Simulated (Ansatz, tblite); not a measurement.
# [(RSn)12O14(OH)6]2+, R = H (Sn₁₂H₁₇O₂₀ (+3)): a ladder of methods and basis sets

How do method and basis change the picture of [(RSn)12O14(OH)6]2+, R = H (Sn₁₂H₁₇O₂₀ (+3)) (singlet)?

The runs use Ansatz 0.2.0, Gaussian basis; as each input shows.

Plan: GFN1-xTB, GFN2-xTB, PBE-D4/def2-SVP, r2SCAN-D4/def2-SVP, BHLYP-D4/def2-SVP, LDA/def2-SVP, r2SCAN-D4/def2-mTZVP, MP2/def2-SVP, RPA/def2-SVP.

4 further runs of the same task are left out: 4 for a known fault of the program.

## 1. The structure

The singlet was relaxed beforehand with PBE-D4/def2-SVP.

49 atoms, charge 3, spin multiplicity 1.

Bond lengths: Sn1–O13 2.032 Å, Sn1–O14 2.055 Å, Sn1–O15 2.055 Å, Sn1–O27 2.068 Å, Sn1–O28 2.068 Å, Sn2–O13 2.147 Å, Sn2–O16 2.151 Å, Sn2–O17 2.105 Å, Sn2–O27 2.305 Å, Sn2–O29 2.154 Å, Sn2–H39 1.709 Å, Sn3–O13 2.147 Å, Sn3–O18 2.151 Å, Sn3–O19 2.105 Å, Sn3–O28 2.304 Å, Sn3–O29 2.154 Å, Sn3–H40 1.709 Å, Sn4–O16 2.152 Å and more. Angles: O13–Sn1–O14 103.3°, O13–Sn1–O15 103.4°, O13–Sn1–O27 81.3°, O13–Sn1–O28 81.3°, O14–Sn1–O15 79.9°, O14–Sn1–O27 173.1°, O14–Sn1–O28 94.1°, O15–Sn1–O27 94.1°, O15–Sn1–O28 173.0°, O27–Sn1–O28 91.8°, O13–Sn2–O16 84.9°, O13–Sn2–O17 85.4°, O13–Sn2–O27 73.6°, O13–Sn2–O29 73.1°, O13–Sn2–H39 165.1°, O16–Sn2–O17 77.4°, O16–Sn2–O27 87.2°, O16–Sn2–O29 156.5° and more.

Sn takes a core potential in the def2 sets. No spin-orbit coupling is included. The ion is computed in the gas phase, without counter-ions or solvent.

PBE0-D4/def2-SVP was run before; its log isn't repeated, and its numbers join the tables.

## 2. GFN1-xTB

Tight binding, by tblite at 300 K electronic temperature and without a spin-polarisation term:

```python
tblite.interface.Calculator('GFN1-xTB', numbers, positions, charge=3, uhf=0).singlepoint()
```

Energy -3591.9269 eV, HOMO -19.79 eV, LUMO -17.82 eV; 0.38 s.

## 3. GFN2-xTB

Tight binding, by tblite at 300 K electronic temperature and without a spin-polarisation term:

```python
tblite.interface.Calculator('GFN2-xTB', numbers, positions, charge=3, uhf=0).singlepoint()
```

Energy -3093.5182 eV, HOMO -20.29 eV, LUMO -18.22 eV; 0.62 s.

## 4. PBE-D4/def2-SVP

start.molden holds the orbitals of an earlier run on this state, given as this run's starting guess.

Input file in.yaml:

```yaml
crystal:
  periodic: [false, false, false]
  atoms:
    - {symbol: Sn, position_ang: [0.191685, 1.741833, 2.697388]}
    - {symbol: Sn, position_ang: [1.962099, 3.003633, 0.191281]}
    - {symbol: Sn, position_ang: [3.030173, 0.210332, 1.919467]}
    - {symbol: Sn, position_ang: [0.241983, 2.042632, -2.522771]}
    - {symbol: Sn, position_ang: [1.998185, -2.549620, 0.317868]}
    - {symbol: Sn, position_ang: [-2.694943, 0.250424, 2.071110]}
    - {symbol: Sn, position_ang: [-0.234676, -1.969021, 2.674436]}
    - {symbol: Sn, position_ang: [-2.002220, 2.653581, -0.184612]}
    - {symbol: Sn, position_ang: [2.636786, -0.163484, -1.894588]}
    - {symbol: Sn, position_ang: [-0.162960, -1.827791, -2.854037]}
    - {symbol: Sn, position_ang: [-1.887772, -2.902260, -0.115889]}
    - {symbol: Sn, position_ang: [-2.942621, -0.143649, -1.822090]}
    - {symbol: O, position_ang: [1.298023, 1.171070, 1.091277]}
    - {symbol: O, position_ang: [-0.830122, 0.031231, 3.201024]}
    - {symbol: O, position_ang: [-1.646334, 2.165593, 1.881402]}
    - {symbol: O, position_ang: [-0.013921, 3.079366, -0.654158]}
    - {symbol: O, position_ang: [2.172595, 1.864828, -1.566674]}
    - {symbol: O, position_ang: [1.731675, -1.485623, 2.169573]}
    - {symbol: O, position_ang: [3.174272, -0.755104, 0.054253]}
    - {symbol: O, position_ang: [-1.756327, 1.660149, -2.025986]}
    - {symbol: O, position_ang: [0.802972, 0.102641, -2.950845]}
    - {symbol: O, position_ang: [0.037120, -3.029534, 0.874588]}
    - {symbol: O, position_ang: [1.613909, -2.017711, -1.639366]}
    - {symbol: O, position_ang: [-2.093505, -1.688386, 1.695407]}
    - {symbol: O, position_ang: [-3.062053, 0.844956, 0.128639]}
    - {symbol: O, position_ang: [-1.199229, -1.143971, -1.108017]}
    - {symbol: O, position_ang: [0.998828, 3.580546, 2.204323]}
    - {symbol: O, position_ang: [1.916560, 1.179190, 3.688993]}
    - {symbol: O, position_ang: [3.689234, 2.089259, 1.097622]}
    - {symbol: O, position_ang: [-1.003999, -3.591408, -1.942152]}
    - {symbol: O, position_ang: [-2.007557, -0.967068, -3.565323]}
    - {symbol: O, position_ang: [-3.658459, -1.949341, -0.889558]}
    - {symbol: H, position_ang: [0.684348, 4.459944, 2.503210]}
    - {symbol: H, position_ang: [2.012779, 0.998580, 4.647996]}
    - {symbol: H, position_ang: [4.548245, 2.526370, 1.273232]}
    - {symbol: H, position_ang: [-1.003576, -4.502933, -2.297868]}
    - {symbol: H, position_ang: [-2.352803, -0.973048, -4.480838]}
    - {symbol: H, position_ang: [-4.538856, -2.359839, -1.008949]}
    - {symbol: H, position_ang: [2.564329, 4.575564, -0.104431]}
    - {symbol: H, position_ang: [4.395018, -0.212544, 2.857235]}
    - {symbol: H, position_ang: [0.327904, 3.101746, -3.857978]}
    - {symbol: H, position_ang: [3.010931, -3.913250, 0.481378]}
    - {symbol: H, position_ang: [-4.021560, 0.398913, 3.131592]}
    - {symbol: H, position_ang: [-0.328863, -2.899575, 4.100983]}
    - {symbol: H, position_ang: [-2.984989, 4.047839, -0.195622]}
    - {symbol: H, position_ang: [3.997922, -0.275658, -2.917024]}
    - {symbol: H, position_ang: [0.397634, -2.518249, -4.316946]}
    - {symbol: H, position_ang: [-2.592082, -4.354740, 0.455406]}
    - {symbol: H, position_ang: [-4.415761, 0.413618, -2.493941]}
basis:
  gaussian: {orbitals: def2-SVP, fitting: {mean_field: def2-universal-jkfit}, initial_orbitals: start.molden}
total_charge: 3
hamiltonian: {xc: pbe, dispersion: d4}
scf: {omitted_lower_state_checks: [starts]}
output: {forces: true, orbitals: {seedname: orbitals}}
```

Run with:

```sh
$ ansatz run in.yaml --threads 4 --pin off --events-out ev --progress --plain --max-ram 46080MiB --backend cuda --devices 0, --max-vram 37GiB
```

The runs that follow: r2SCAN-D4/def2-SVP; BHLYP-D4/def2-SVP; LDA/def2-SVP; r2SCAN-D4/def2-mTZVP; MP2/def2-SVP; RPA/def2-SVP.

Q: Predict the results of all the runs planned. Wanted: gap in def2-SVP, named functionals, smallest and largest; correlation energy, MP2/def2-SVP.

As calculated:

| quantity | value |
| --- | --- |
| gap in def2-SVP, named functionals, smallest and largest | 2.56 eV (LDA), 6.82 eV (BHLYP-D4) |
| correlation energy, MP2/def2-SVP | -140.39 eV |

Over the named functionals in def2-SVP the gap runs from 2.56 eV (LDA) to 6.82 eV (BHLYP-D4); exact exchange widens it.
